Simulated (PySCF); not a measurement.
# C9H13B: the cost of one run

Computed with PySCF 2.14.0 and routines of our own; the level stands in each step. Atoms count from 0.

### Step 1. The starting structure

23 atoms, charge 0, multiplicity 1; geometry from: GFN2-xTB.

### Step 2. Optimising the geometry at PBE0-D3(BJ)/def2-SVP

The job: settings as JSON, then the geometry in Å.

```
{"job": {"xc": "PBE0", "basis": "def2-SVP", "d3": "d3bj", "grid": 2, "kind": "geom"}, "charge": 0, "multiplicity": 1}
C     -2.232419     1.108616    -1.170825
B     -1.598329     0.234773    -0.015580
C     -2.502855    -0.245797     1.186304
C     -0.117368    -0.180592    -0.109135
C      0.706003    -0.645431     0.843421
C      2.092689    -0.810447     0.256356
C      2.555312     0.601899    -0.071290
C      1.765051     1.057160    -1.031856
C      0.772034    -0.042514    -1.357434
C      1.685289    -1.262791    -1.156826
H     -3.181825     1.566661    -0.903900
H     -2.418512     0.476657    -2.040299
H     -1.563617     1.897597    -1.509968
H     -3.135887     0.553618     1.566666
H     -3.182210    -1.021899     0.832231
H     -1.951021    -0.665363     2.022667
H      0.484478    -0.830802     1.878202
H      2.788670    -1.427091     0.818631
H      3.352006     1.100520     0.446730
H      1.757600     2.024805    -1.496747
H      0.247538     0.047781    -2.303493
H      2.521748    -1.297499    -1.855184
H      1.150873    -2.212876    -1.169858
```

Launch:

```console
$ OMP_NUM_THREADS=1 python excited_run.py task.json out
```

The driver reads the jobs from task.json and runs them one after another.

**Question.** How long does this first job take on 1 thread of Arm Neoverse N1, shared host, and how much memory does it need?

About 7.1 min, with a peak of 1 GiB.
